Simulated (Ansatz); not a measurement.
# GeH4S (triplet): from Hartree-Fock to the top rungs at distance Ge1–H5 along a hydrogen transfer = 1.427 Å, cc-pVDZ

One table from this session's results is given with a row withheld; the runs are named, their logs left out.

The runs use Ansatz 0.2.0, Gaussian basis; cc-pVDZ, core rule «outside noble gas», up to 19 orbitals frozen.

The runs, in order: UHF; CCSD(T) on ROHF; CCSD(T) on UHF; BCCD(T) on ROHF; CISD; CCSDT(Q) on ROHF; CCSDT(Q) on UHF; CASSCF and MRCISD+Q, 4 electrons in 4 orbitals; CASSCF and NEVPT2, 4 electrons in 4 orbitals.

8 further runs of the same task are left out: 7 that didn't finish, 1 set aside as unsound or not needed.

## The geometry

The geometry derives from fragments relaxed apart (PBE0/def2-TZVP) and kept rigid, so it is no stationary point. A hydrogen atom is moved between rigid fragments. No spin-orbit coupling is included. The filled d shell of Ge may be among the frozen orbitals whatever the setting's name suggests; the logs give the count.

6 atoms, charge 0, spin multiplicity 3.

Atoms are counted from 1 here; the program's logs count them from 0.

Bond lengths: Ge1–H2 1.534 Å, Ge1–H3 1.534 Å, Ge1–H4 1.534 Å, Ge1–H5 1.427 Å. Angles: H2–Ge1–H3 109.5°, H2–Ge1–H4 109.5°, H2–Ge1–H5 109.5°, H3–Ge1–H4 109.5°, H3–Ge1–H5 109.5°, H4–Ge1–H5 109.5°.

As a file:

```xyz
6

Ge   -0.99484    0.00000    0.00000
H    -1.50629    1.44660    0.00000
H    -1.50629   -0.72330    1.25279
H    -1.50629   -0.72330   -1.25279
H     0.43216    0.00000    0.00000
S     2.38216    0.00000    0.00000
```

The first run:

Input file in.yaml:

```yaml
crystal:
  periodic: [false, false, false]
  atoms:
    - {symbol: Ge, position_ang: [-0.994837, 0.000000, 0.000000]}
    - {symbol: H, position_ang: [-1.506287, 1.446599, 0.000000]}
    - {symbol: H, position_ang: [-1.506286, -0.723300, 1.252792]}
    - {symbol: H, position_ang: [-1.506287, -0.723299, -1.252792]}
    - {symbol: H, position_ang: [0.432163, 0.000000, 0.000000]}
    - {symbol: S, position_ang: [2.382163, 0.000000, 0.000000]}
basis:
  gaussian: {orbitals: cc-pVDZ}
magnetization: {spin_polarized: true, initial_magnetization: 2}
hamiltonian: {xc: hf}
output: {orbitals: {seedname: orbitals}}
```

Command:

```sh
ansatz run in.yaml --threads 1 --pin off --events-out ev --progress --plain --max-ram 2393MiB
```

Steps of the session up to this table: UHF; CCSD(T) on ROHF; CCSD(T) on UHF; BCCD(T) on ROHF; CISD; CCSDT(Q) on ROHF; CCSDT(Q) on UHF; CASSCF and MRCISD+Q, 4 electrons in 4 orbitals; CASSCF and NEVPT2, 4 electrons in 4 orbitals.

One table of the session follows, with a row left open; its other results are not shown here.

It belongs to the step «Misses and costs». 

| method | from UCCSDT(Q) (meV) |
| --- | --- |
| ROHF | +7124.3 |
| UHF | +6995.7 |
| RMP2 | +1416.7 |
| UMP2 | +1437.9 |
| CISD | +764.0 |
| RCCSD | +149.2 |
| UCCSD | +146.1 |
| RCCSD(T) | +31.0 |
| UCCSD(T) | +30.2 |
| BCCD(T) | +30.5 |
| RCCSDT | +6.2 |
| UCCSDT | +5.6 |
| RCCSDT(Q) | +0.5 |
| UCCSDT(Q) | 0 |
| CASSCF pair | ? |
| NEVPT2 pair | +1388.9 |
| MRCISD pair | +693.2 |
| MRCISD+Q pair | +27.9 |

Q: Estimate the row for CASSCF pair from the others.

**Answer.** from UCCSDT(Q) (meV): +6745.4. In the column «from UCCSDT(Q) (meV)» it lies between UMP2 (+1437.9) and UHF (+6995.7).

To keep in mind: Restricted and unrestricted rows rest on different reference determinants; where their highest levels disagree by more than a few hundredths of an eV, they describe different states and don't form one ladder.
